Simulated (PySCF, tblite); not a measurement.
# C₂₁H₁₃N: electronic excitations, NMR shifts, part 2 of 2

tblite 0.8.0 and PySCF 2.14.0. Atoms count from 0.

## 4. NMR shifts: GIAO KT3/pcSseg-1

The job: settings as JSON, then the geometry in Å.

```
{"job": {"kind": "nmr", "xc": "KT3", "basis": "pcSseg-1", "pop": false}, "charge": 0, "multiplicity": 1}
C     -3.184011     2.549287     0.406649
C     -1.904005     2.555744     0.967984
C     -1.093616     1.454981     0.863403
C     -1.518592     0.301708     0.181588
C     -2.866819     0.248042    -0.247464
C     -3.666680     1.401230    -0.162723
C     -3.415615    -0.988916    -0.680314
C     -2.690336    -2.128986    -0.584917
C     -1.318913    -2.095193    -0.215178
C     -0.588716    -3.298377    -0.075437
C      0.722787    -3.275583     0.280325
C      1.426545    -2.049703     0.331215
C      2.827001    -2.049242     0.572206
C      3.553140    -0.907537     0.507386
C      2.936931     0.297065     0.083776
C      3.674174     1.470190    -0.155811
C      3.047214     2.566353    -0.689129
C      1.686377     2.452372    -1.004323
N      0.967843     1.395678    -0.742142
C      1.540340     0.328435    -0.164180
C      0.741344    -0.838895     0.101847
C     -0.684994    -0.857821     0.016958
H     -3.801768     3.433553     0.466370
H     -1.556230     3.433266     1.493654
H     -0.133132     1.458135     1.352764
H     -4.681511     1.356727    -0.532147
H     -4.443007    -1.010621    -1.014784
H     -3.131078    -3.089727    -0.810301
H     -1.105405    -4.236731    -0.219466
H      1.266813    -4.191112     0.464781
H      3.301049    -2.992087     0.806047
H      4.613216    -0.902405     0.716641
H      4.733032     1.481474     0.065334
H      3.580925     3.483208    -0.885329
H      1.158839     3.265019    -1.487746
```

With the program's defaults for keys left out, this is: GIAO KT3/pcSseg-1 NMR shielding, non-relativistic, gas phase.

The log of the run:

```text
start: PBE on a coarse grid of 30025 points
cycle   1  E = -861.3093653975  dE =  3.871e+00  |g| = 7.728e-01  |ddm| = 7.050e+00
cycle   2  E = -861.1915004033  dE =  1.179e-01  |g| = 1.029e+00  |ddm| = 2.854e+00
cycle   3  E = -861.4667088141  dE = -2.752e-01  |g| = 2.593e-01  |ddm| = 1.867e+00
cycle   4  E = -861.4805575209  dE = -1.385e-02  |g| = 1.014e-01  |ddm| = 4.125e-01
cycle   5  E = -861.4825646240  dE = -2.007e-03  |g| = 4.744e-02  |ddm| = 1.871e-01
cycle   6  E = -861.4831567460  dE = -5.921e-04  |g| = 1.468e-02  |ddm| = 8.213e-02
cycle   7  E = -861.4832005395  dE = -4.379e-05  |g| = 7.916e-03  |ddm| = 2.698e-02
final grid: 280882 points
cycle   8  E = -877.0226659950  dE = -5.039e-02  |g| = 5.267e-02  |ddm| = 1.490e+00
cycle   9  E = -877.0197828349  dE =  2.883e-03  |g| = 1.189e-01  |ddm| = 2.221e-01
cycle  10  E = -877.0232628809  dE = -3.480e-03  |g| = 1.522e-02  |ddm| = 1.702e-01
cycle  11  E = -877.0232969837  dE = -3.410e-05  |g| = 1.116e-02  |ddm| = 3.782e-02
cycle  12  E = -877.0233301419  dE = -3.316e-05  |g| = 3.304e-03  |ddm| = 1.697e-02
cycle  13  E = -877.0233365856  dE = -6.444e-06  |g| = 1.057e-03  |ddm| = 5.655e-03
cycle  14  E = -877.0233349047  dE =  1.681e-06  |g| = 4.619e-04  |ddm| = 1.786e-03
cycle  15  E = -877.0233336145  dE =  1.290e-06  |g| = 1.383e-04  |ddm| = 7.048e-04
cycle  16  E = -877.0233350906  dE = -1.476e-06  |g| = 5.498e-05  |ddm| = 3.216e-04
converged SCF energy = -877.0233350906

GIAO shielding tensors (ppm)
atom      isotropic    diamagn.    paramagn.     s11        s22        s33       span
  0 C       63.799     252.860    -189.060    -33.452     53.911    170.939    204.391
  1 C       68.840     252.183    -183.343    -25.143     60.718    170.945    196.087
  2 C       58.353     251.980    -193.627    -34.563     42.776    166.847    201.410
  3 C       60.865     253.137    -192.272     -9.207     11.245    180.556    189.763
  4 C       60.439     251.352    -190.913     -6.254      1.666    185.905    192.159
  5 C       65.056     243.641    -178.585    -23.915     62.321    156.763    180.678
  6 C       61.827     247.367    -185.540    -27.377     59.000    153.858    181.235
  7 C       65.727     246.311    -180.583    -21.674     65.638    153.217    174.891
  8 C       60.774     254.806    -194.032     -6.373      5.064    183.632    190.004
  9 C       61.963     247.610    -185.647    -26.547     58.947    153.490    180.037
 10 C       64.351     247.998    -183.647    -22.956     62.760    153.249    176.205
 11 C       59.299     253.714    -194.415     -8.694      5.395    181.196    189.889
 12 C       62.814     246.898    -184.085    -26.386     60.871    153.957    180.343
 13 C       64.289     248.453    -184.164    -22.295     61.706    153.454    175.750
 14 C       66.472     260.139    -193.668     -3.070     13.751    188.734    191.804
 15 C       56.019     239.823    -183.805    -36.476     43.891    160.641    197.117
 16 C       68.599     257.533    -188.934    -28.434     62.706    171.525    199.958
 17 C       47.110     250.971    -203.860    -45.008     44.447    141.892    186.900
 18 N      -51.415     335.630    -387.044   -333.036   -116.146    294.937    627.973
 19 C       46.748     251.446    -204.697    -21.061      9.101    152.205    173.266
 20 C       65.098     251.428    -186.330      3.022     14.579    177.694    174.672
 21 C       64.316     246.025    -181.709      0.283     13.632    179.032    178.749
 22 H       24.141      28.321      -4.179     19.887     25.893     26.644      6.757
 23 H       24.506      32.028      -7.522     19.721     25.221     28.576      8.855
 24 H       23.498      36.369     -12.871     16.437     22.566     31.491     15.054
 25 H       23.925      30.884      -6.959     18.824     25.144     27.807      8.983
 26 H       23.818      31.361      -7.543     18.445     25.211     27.797      9.352
 27 H       23.967      31.880      -7.913     18.150     25.682     28.069      9.919
 28 H       23.791      32.231      -8.440     18.072     25.324     27.977      9.905
 29 H       23.844      32.274      -8.430     18.091     25.483     27.958      9.867
 30 H       23.771      31.870      -8.100     18.165     25.235     27.912      9.747
 31 H       23.908      31.504      -7.596     18.648     25.495     27.582      8.934
 32 H       23.626      30.714      -7.088     18.744     24.420     27.714      8.969
 33 H       24.410      29.039      -4.629     20.599     25.479     27.152      6.553
 34 H       23.266      32.664      -9.398     17.004     24.722     28.072     11.068
```

Run time: 47 s. Hardware: 1 thread of Arm Neoverse V2, shared host; peak memory 0.68 GiB.

Shifts follow as δ = σ(reference) − σ, with reference shieldings (ppm) from runs at the same level and on the same kind of geometry: ¹H TMS 31.76, ¹³C TMS 184.7, ¹⁵N NH3 264.4. The references are single molecules in the gas phase, so shifts against H2O, NH3, PH3, H3PO4 or CFCl3 are not on the usual liquid scales and can be off by tens of ppm.

```
atoms                                         environment  σ (ppm)  δ (ppm)
  C19                         ring-fusion aromatic carbon     46.7    138.0
  C17                 aromatic CH next to a ring nitrogen     47.1    137.6
  C15                                         aromatic CH     56.0    128.7
   C2                                         aromatic CH     58.4    126.4
  C11                         ring-fusion aromatic carbon     59.3    125.4
   C4                         ring-fusion aromatic carbon     60.4    124.3
   C8                         ring-fusion aromatic carbon     60.8    123.9
   C3                         ring-fusion aromatic carbon     60.9    123.9
   C6                                         aromatic CH     61.8    122.9
   C9                                         aromatic CH     62.0    122.8
  C12                                         aromatic CH     62.8    121.9
   C0                                         aromatic CH     63.8    120.9
  C13                                         aromatic CH     64.3    120.4
  C21                         ring-fusion aromatic carbon     64.3    120.4
  C10                                         aromatic CH     64.4    120.4
   C5                                         aromatic CH     65.1    119.7
  C20                         ring-fusion aromatic carbon     65.1    119.6
   C7                                         aromatic CH     65.7    119.0
  C14                         ring-fusion aromatic carbon     66.5    118.3
  C16                                         aromatic CH     68.6    116.1
   C1                                         aromatic CH     68.8    115.9
  H34  hydrogen on an aromatic CH next to a ring nitrogen    23.27     8.49
  H24                          hydrogen on an aromatic CH    23.50     8.26
  H32                          hydrogen on an aromatic CH    23.63     8.13
  H30                          hydrogen on an aromatic CH    23.77     7.99
  H28                          hydrogen on an aromatic CH    23.79     7.97
  H26                          hydrogen on an aromatic CH    23.82     7.94
  H29                          hydrogen on an aromatic CH    23.84     7.92
  H31                          hydrogen on an aromatic CH    23.91     7.85
  H25                          hydrogen on an aromatic CH    23.93     7.83
  H27                          hydrogen on an aromatic CH    23.97     7.79
  H22                          hydrogen on an aromatic CH    24.14     7.62
  H33                          hydrogen on an aromatic CH    24.41     7.35
  H23                          hydrogen on an aromatic CH    24.51     7.25
  N18                         pyridine-type ring nitrogen    -51.4    315.8
```

Ring of atoms C0, C1, C2, C3, C4, C5: NICS(0) -8.4, NICS(1) -10.6, NICS(1)zz -26.3 ppm (means of both faces; NICS(1) differs between them: -11.9 and -9.2).

The two faces differ (NICS(1)zz -29.0 and -23.6 ppm).

Ring of atoms C3, C4, C6, C7, C8, C21: NICS(0) -6.5, NICS(1) -9.5, NICS(1)zz -22.3 ppm (means of both faces).

Ring of atoms C8, C9, C10, C11, C20, C21: NICS(0) -6.8, NICS(1) -9.7, NICS(1)zz -22.6 ppm (means of both faces).

## 5. Outcome

The summary covers parts 1 to 2.

```
                                quantity                                                                                                          value
            lowest singlet (PBE0/6-31G*)                                                                                    3.43 eV (361 nm), f = 0.025
brightest single state of those computed                                                                                    state 5, 4.26 eV, f = 0.113
                          lowest triplet                                                                                                        2.77 eV
   surface potential, 1st and 99th percentile                                                                                             -1.57 V and 1.05 V
   ¹³C shifts against TMS (KT3/pcSseg-1)  138.0, 137.6, 128.7, 126.4, 125.4, 124.3, 123.9, 123.9, 122.9, 122.8, 121.9, 120.9, 120.4, 120.4 ppm and more
    ¹H shifts against TMS (KT3/pcSseg-1)                               8.49, 8.26, 8.13, 7.99, 7.97, 7.94, 7.92, 7.85, 7.83, 7.79, 7.62, 7.35, 7.25 ppm
   ¹⁵N shifts against NH3 (KT3/pcSseg-1)                                                                                                      315.8 ppm
```

What this shows: The lowest singlet, at 3.43 eV, is HOMO→LUMO 0.79, HOMO−1→LUMO+1 0.13 and is weak; of the 6 states computed, the strongest absorption comes from state 5 at 4.26 eV (the last state computed is bright too, and its partners may lie past the list). The lowest triplet lies 0.67 eV below the lowest singlet. At PBE0/6-31G*, counted by nearest atom on the grid, the HOMO lies on C2, C5, C21 about 11 % each; C6, C8 about 8 % each, the LUMO on C15, C20 about 11 % each; N18 10 %. At KT3/pcSseg-1: Shielding is most anisotropic at N18 (span 628 ppm, paramagnetic term -387 ppm). NICS(1)zz of -26 ppm above the planar ring from C0 marks a diatropic (aromatic) ring current.
